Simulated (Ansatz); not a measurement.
# H3HfN: the cost of one run

Method: def2-TZVPP, core rule «outside noble gas», up to 5 orbitals frozen; program: Ansatz 0.2.0, Gaussian basis.

The runs, in order: UHF; CCSD(T) on RHF; CCSD(T) on UHF; CCSDT(Q) on RHF.

## (1) The system

The geometry is a PBE0/def2-TZVP stationary point (not a proven minimum). No spin-orbit coupling is included. Elements past krypton take def2 core potentials.

5 atoms, charge 0, spin multiplicity 1.

Atoms are counted from 1 here; the program's logs count them from 0.

Bond lengths: Hf1–N2 2.281 Å, N2–H3 1.023 Å, N2–H4 1.023 Å, N2–H5 1.023 Å. Angles: Hf1–N2–H3 115.1°, Hf1–N2–H4 115.1°, Hf1–N2–H5 101.7°, H3–N2–H4 107.6°, H3–N2–H5 108.4°, H4–N2–H5 108.4°.

## (2) UHF

Contents of in.yaml:

```yaml
crystal:
  periodic: [false, false, false]
  atoms:
    - {symbol: Hf, position_ang: [-0.000149, 0.000000, 0.204230]}
    - {symbol: N, position_ang: [-0.007812, 0.000000, -2.076762]}
    - {symbol: H, position_ang: [-0.429202, -0.825099, -2.509661]}
    - {symbol: H, position_ang: [-0.429204, 0.825098, -2.509661]}
    - {symbol: H, position_ang: [0.993290, 0.000001, -2.287081]}
basis:
  gaussian: {orbitals: def2-TZVPP}
magnetization: {spin_polarized: true, initial_magnetization: 0}
hamiltonian: {xc: hf}
output: {orbitals: {seedname: orbitals}}
```

Launch:

```
> ansatz run in.yaml --threads 1 --pin off --events-out ev --progress --plain --max-ram 4096MiB --backend cpu
```

Q: Estimate wall time and peak memory on 1 thread of AMD EPYC 7R13, shared host.

About 43 s, with a peak of 0.29 GiB.
